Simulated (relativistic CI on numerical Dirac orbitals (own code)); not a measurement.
**Ir²⁺ (5d7) in crystal fields: levels and magnetism**

How does a crystal field split the 5d7 shell of Ir²⁺, and what follows for the ground state and χT? 6 fields tried.

Program: relativistic CI on numerical Dirac orbitals (own code) version 1. Level of theory: Dirac-Coulomb-Breit CI, KLI orbitals optimised for each configuration, model QED (radiative potential, 1s self-energy scaled to tabulated hydrogen-like ionisation energies), valence Slater integrals scaled by 0.85, one configuration in a parametric crystal field. These are calculated values, not measurements, unless marked.

## (1) What is computed

| Property | Result |
| --- | --- |
| ion | Ir²⁺ (Ir III) |
| nuclear charge | 77 |
| electrons | 75 |
| open shell | 5d7 |
| Slater scale | 0.85 |
| field 1 (cm⁻¹) | D4h, 10Dq = 32150, Ds = 860, Dt = 30 |
| field 2 (cm⁻¹) | Td, 10Dq = -17000 |
| field 3 (cm⁻¹) | D4h, 10Dq = 35650, Ds = 1950, Dt = 470 |
| field 4 (cm⁻¹) | D3d, 10Dq = 22850, Dsigma = -240, Dtau = 340 |
| field 5 (cm⁻¹) | Td, 10Dq = -5150 |
| field 6 (cm⁻¹) | Td, 10Dq = -6500 |

The outer shells:

[Xe] 4f14 5d7
```
[Xe] core
4f [↑↓][↑↓][↑↓][↑↓][↑↓][↑↓][↑↓]
5d [↑↓][↑↓][↑ ][↑ ][↑ ]
```

## (2) Field 1: D4h, 10Dq = 32150, Ds = 860, Dt = 30

Input settings:

```ini
atom Ir  Z=77  charge=2  electrons=75
nucleus A=193  rms_radius_fm=5.4032
hamiltonian dirac-coulomb  breit=on  qed=on  c_scale=1
orbitals kli  potential=per-configuration
slater_scale 0.85
correlation none
mixing on
configurations
  [Xe] 4f14 5d7
end
crystal_field D4h 10Dq=32150 Ds=860 Dt=30
```

## (3) Field 2: Td, 10Dq = -17000

Changes to the settings of step 2:

```diff
@@ -10,2 +10,2 @@
 end
-crystal_field D4h 10Dq=32150 Ds=860 Dt=30
+crystal_field Td 10Dq=-17000
```

## (4) Field 3: D4h, 10Dq = 35650, Ds = 1950, Dt = 470

Changes to the settings of step 3:

```diff
@@ -10,2 +10,2 @@
 end
-crystal_field Td 10Dq=-17000
+crystal_field D4h 10Dq=35650 Ds=1950 Dt=470
```

## (5) Field 4: D3d, 10Dq = 22850, Dsigma = -240, Dtau = 340

Changes to the settings of step 4:

```diff
@@ -10,2 +10,2 @@
 end
-crystal_field D4h 10Dq=35650 Ds=1950 Dt=470
+crystal_field D3d 10Dq=22850 Dsigma=-240 Dtau=340
```

## (6) Field 5: Td, 10Dq = -5150

Changes to the settings of step 5:

```diff
@@ -10,2 +10,2 @@
 end
-crystal_field D3d 10Dq=22850 Dsigma=-240 Dtau=340
+crystal_field Td 10Dq=-5150
```

## (7) Field 6: Td, 10Dq = -6500

Changes to the settings of step 6:

```diff
@@ -10,2 +10,2 @@
 end
-crystal_field Td 10Dq=-5150
+crystal_field Td 10Dq=-6500
```

(Steps that only read results are left out.)

What does the calculation give? Wanted: ground spin; most axial ground doublet.

**Answer**, as computed:

| field | ground state | degeneracy | S | J | first gap (cm⁻¹) | stabilisation (cm⁻¹) | χT at 2 K | χT at 300 K |
| --- | --- | --- | --- | --- | --- | --- | --- | --- |
| 1: D4h | G6 | 2 | 0.57 | 3.94 | 3426 | -38419 | 0.563 | 0.596 |
| 2: Td | G8 | 4 | 1.47 | 3.91 | 10032 | -15256 | 2.723 | 2.763 |
| 3: D4h | G6 | 2 | 0.55 | 3.95 | 9631 | -43167 | 0.565 | 0.595 |
| 4: D3d | G4 | 2 | 0.66 | 3.90 | 411 | -23945 | 0.201 | 0.588 |
| 5: Td | G8 | 4 | 1.44 | 4.34 | 3161 | -3136 | 3.780 | 3.928 |
| 6: Td | G8 | 4 | 1.44 | 4.27 | 4098 | -4302 | 3.622 | 3.733 |

χT is in cm³ K/mol; stabilisation counts from the free ion's lowest level; S and J come from the expectation values of their squares.

| quantity | value |
| --- | --- |
| ground spin (effective S from ⟨S²⟩) | 1: 0.57, 2: 1.47, 3: 0.55, 4: 0.66, 5: 1.44, 6: 1.44 |
| χT at 300 K | 0.59 to 3.93 cm³ K/mol |
| most axial ground doublet | field 4, g = 0.45, 0.45, 2.43 |

The ground spin ranges from 0.55 to 1.47 over these fields. The field is a set of parameters, without covalency or charge transfer.
